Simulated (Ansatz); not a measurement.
# AgBrHSi: the cost of one run

Computed with Ansatz 0.2.0. Level: RKS PBE0-D4/def2-TZVP.

## 1. The system as given

SMILES `[SiH]Br`, 3 atoms, charge 0, spin multiplicity 1.

Atoms are counted from 1 here; the program's logs count them from 0.

Bond lengths: Si1–Br2 2.272 Å, Si1–H3 1.551 Å. Angles: Br2–Si1–H3 94.3°.

Geometry (Å):

```csv
atom,x (Å),y (Å),z (Å)
Si1,-0.6298,0.5292,-0.2982
Br2,1.3594,0.4099,0.7924
H3,-0.7405,-1.0040,-0.5075
```

## 4. Plan of the scan

The probe is moved over the plane through the molecule's long axis and the normal of its main plane (x and y are the axes of that plane, centred on the molecule).

- x of the probe's Ag atom: 21 values from −5.20 to 5.20 Å
- z of the probe's Ag atom: 13 values from −3.12 to 3.12 Å

Nothing else is relaxed (molecule and probe rigid). Energies count from molecule and probe far apart, each relaxed in its own basis (no counterpoise correction). Points are written as (first, second).

The probe Ag+ moves over a plane: the plane through the molecule's long axis and the normal of its main plane. The molecule is turned into the frame of its main axes, as the inputs below show.

(The set-up runs are not shown.)

## 5. The run at (−3.12 Å, 2.08 Å)

input.yaml

```yaml
crystal:
  periodic: [false, false, false]
  atoms:
    - { symbol: Si, position_ang: [0.420965, -0.767536, 0.0] }
    - { symbol: Br, position_ang: [-1.600147, 0.209388, 0.0] }
    - { symbol: H, position_ang: [1.179182, 0.558148, 0.0] }
    - { symbol: Ag, position_ang: [-3.12, 0.0, 2.08] }
total_charge: 1
basis:
  gaussian: { orbitals: def2-TZVP }
hamiltonian:
  xc: pbe0
  dispersion: d4
output:
  forces: true
```

The run is started by

```bash
$ ansatz run input.yaml --threads 1 --pin off --max-ram 2560MiB --backend cpu --events-out ev --progress --plain --runs-dir out
```

**Question.** How long does this run take on 1 thread of Arm Neoverse N1, shared host, and how much memory does it need?

About 11 s, with a peak of 0.29 GiB.
